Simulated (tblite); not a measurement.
# C7H10N2O: the cost of one run

The runs use tblite 0.8.0 and PySCF 2.14.0, with density-fitted response routines of our own; the level of theory stands in each step. All values are computed, except where a source is named. Atoms count from 0, in the outputs and in this text.

## (1) Starting geometry

20 atoms, charge 0, multiplicity 1; geometry from: force field or distance geometry start.

Bonds of the start (Å): C0–O1 1.44, O1–C2 1.33, C2–C3 1.39, C3–C4 1.40, C4–N5 1.34, N5–N6 1.34, N6–C7 1.48, C7–C8 1.51, C8–C9 1.49, N6–C2 1.39, C9–C7 1.52, C0–H10 1.09, C0–H11 1.09, C0–H12 1.10, C3–H13 1.08, C4–H14 1.09, C7–H15 1.09, C8–H16 1.09, C8–H17 1.09, C9–H18 1.08, C9–H19 1.08.

## (2) Relaxing the molecule with GFN2-xTB

Job settings and geometry (Å):

```
{"job": {"kind": "relax", "xc": "GFN2-xTB", "basis": "xTB"}, "charge": 0, "multiplicity": 1}
C      2.710900    -1.211900    -0.041100
O      1.305900    -0.986700     0.148200
C      0.921100     0.281300     0.133600
C      1.556100     1.501100    -0.053300
C      0.545000     2.467700     0.058100
N     -0.662800     1.939000     0.267700
N     -0.412700     0.619900     0.297000
C     -1.484900    -0.366200     0.546100
C     -2.880600    -0.203900    -0.014700
C     -2.001900    -1.285400    -0.546000
H      2.883700    -2.288200     0.002700
H      3.014000    -0.853000    -1.024000
H      3.284300    -0.728400     0.760500
H      2.614900     1.656200    -0.215700
H      0.635700     3.553900    -0.025600
H     -1.421800    -0.791200     1.551700
H     -3.079500     0.662300    -0.644500
H     -3.719400    -0.488600     0.617100
H     -1.594900    -1.159100    -1.543300
H     -2.218100    -2.308300    -0.277500
```

Command:

```sh
$ OMP_NUM_THREADS=1 python probes_run.py task.json out
```

The driver reads the jobs from task.json and runs them one after another.

Q: Estimate the wall time and peak memory of this first job on 1 thread of Arm Neoverse N1, shared host.

About 1.9 s, with a peak of 0.18 GiB.
